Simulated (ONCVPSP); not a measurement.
**Pseudopotential generation for F: ONCV, revPBE**

Aim: build the potential from the settings below, then test how well it stands in for the atom: other configurations, scattering, ghost states and the plane-wave cutoff that it needs.

Method: ONCVPSP 4.0.1, revPBE, non-relativistic.

### Step 1. Settings

The settings as typed:

```json
{
 "element": "fluorine (F, Z = 9)",
 "type": "optimised norm-conserving Vanderbilt (ONCV)",
 "frozen core": "[He]",
 "valence charge": "7",
 "reference configuration": "2s1 2p6",
 "partial waves": "2s: rc 0.70 bohr, ncon 3, nbas 8, qcut 11 1/bohr, 2 projectors, debl 1.8 Ha; 2p: rc 1.85 bohr, ncon 4, nbas 7, qcut 6.3 1/bohr, 2 projectors, debl 0.4 Ha",
 "local potential": "polynomial inside 0.55 bohr (lpopt 3, dvloc0 3 Ha)",
 "core correction": "Teter function, fcfact 2.75, rcfact 1.6"
}
```

The outer shells as boxes (Hund's rule for the drawing; the calculation is spin-unpolarised):

```
[He] core
2s [↑ ]
2p [↑↓][↑↓][↑↓]
```

The nodes and maxima of the atom's own shells, from an earlier all-electron run, set the scale for the radii.

All-electron outer shells of the reference configuration (revPBE, non-relativistic, ld1.x):

| shell | level (eV) | outermost node (bohr) | outermost maximum (bohr) |
| --- | --- | --- | --- |
| 1s | -663.57 | – | 0.11 |
| 2s | -30.33 | 0.24 | 0.76 |
| 2p | -11.49 | – | 0.71 |

### Step 2. Generating the potential

F.dat reads:

```
# ATOM AND REFERENCE CONFIGURATION
# atsym  z   nc   nv     iexc    psfile
  F 9.00    1    2  -102130      upf
#
#   n    l    f
    1    0    2.00
    2    0    1.00
    2    1    6.00
#
# PSEUDOPOTENTIAL AND OPTIMIZATION
# lmax
    1
#
#   l,   rc,      ep,       ncon, nbas, qcut
    0    0.70    0.00    3    8   11.00
    1    1.85    0.00    4    7    6.30
#
# LOCAL POTENTIAL
# lloc, lpopt,  rc(5),   dvloc0
    4    3    0.55    3.00
#
# VANDERBILT-KLEINMAN-BYLANDER PROJECTORs
# l, nproj, debl
    0    2    1.80
    1    2    0.40
#
# MODEL CORE CHARGE
# icmod, fcfact, rcfact
    3    2.75    1.60
#
# LOG DERIVATIVE ANALYSIS
# epsh1, epsh2, depsh
   -3.00    5.00    0.02
#
# OUTPUT GRID
# rlmax, drl
    6.00    0.01
#
# TEST CONFIGURATIONS
# ncnf
    4
# nvcnf
#   n    l    f
    2
    2    0    2.00
    2    1    5.00
#
    2
    2    0    2.00
    2    1    4.00
#
    2
    2    0    2.00
    2    1    3.00
#
    2
    2    0    2.00
    2    1    4.50
#
```

Launch:

```sh
oncvpspnr.x < F.dat > F.out
```

Q: Predict the outcome of this session. Wanted: cutoffs for 1 and 0.1 mHa per electron, occupied waves; bound ghosts; GHOST(+) flags; largest test error; largest phase difference near zero energy, channels read; rms error of d²Exc/dn², without and with the model core; projector energies reset by the program.

The runs gave:

| quantity | value |
| --- | --- |
| cutoffs for 1 and 0.1 mHa per electron, occupied waves | 52 Ha and 94 Ha |
| bound ghosts | none found |
| GHOST(+) flags | none at low energy |
| largest test error (AE − PS) | +1897 meV, for 2s2 2p3 |
| largest phase difference near zero energy, channels read | 0.000 rad |
| rms error of d²Exc/dn², without and with the model core | 1.23 and 2.37 mHa |
| projector energies reset by the program | p: -0.422, 0.250 Ha |

What this shows: By total energies transferability is poor: the largest error is 1897 meV on 38.9 eV, for 2s2 2p3. It counts as hard, with 52 Ha needed at the looser tolerance. At the looser tolerance the 2s wave is the slowest; 2p needs 18 Ha. It is free of bound ghosts as far as tested. Near zero energy the phases of the channels with partial waves agree within 0.001 rad. These are tests on the free atom; a crystal test is still owed.
